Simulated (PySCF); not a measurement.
# C5H7O2P: the cost of one run

Computed with PySCF 2.14.0 and routines of our own; the level stands in each step. Atoms count from 0.

### 1 The starting structure

15 atoms, charge 0, multiplicity 1; geometry from: GFN2-xTB.

### 2 Magnetic properties: GIAO PBE0/pcSseg-1

The job: settings as JSON, then the geometry in Å.

```
{"job": {"kind": "mag", "xc": "PBE0", "basis": "pcSseg-1", "isotopologues": 2}, "charge": 0, "multiplicity": 1}
C      2.858345    -1.492678    -0.025791
C      1.980671    -0.696510    -0.215157
P      0.781691     0.560658    -0.604537
O      0.943155     1.165228    -1.931364
O      0.988888     1.656105     0.561327
C     -0.850915    -0.150555    -0.237284
C     -0.984349    -1.397085     0.179256
C     -1.957685     0.805210    -0.519085
H      3.611211    -2.203304     0.160540
H      1.380515     2.438323     0.166758
H     -0.127344    -2.027058     0.349229
H     -1.953849    -1.828166     0.373109
H     -1.844772     1.192131    -1.532415
H     -2.931909     0.332304    -0.416653
H     -1.898068     1.653386     0.164500
```

Level: GIAO PBE0/pcSseg-1 magnetisability, rotational g tensor and spin-rotation constants, non-relativistic, gas phase.

Started as:

```sh
$ OMP_NUM_THREADS=1 python excited_run.py task.json out
```

The driver reads the jobs from task.json and runs them one after another.

Q: Estimate the wall time and peak memory of this first job on 1 thread of Arm Neoverse V2, shared host.

About 27 s, with a peak of 0.78 GiB.
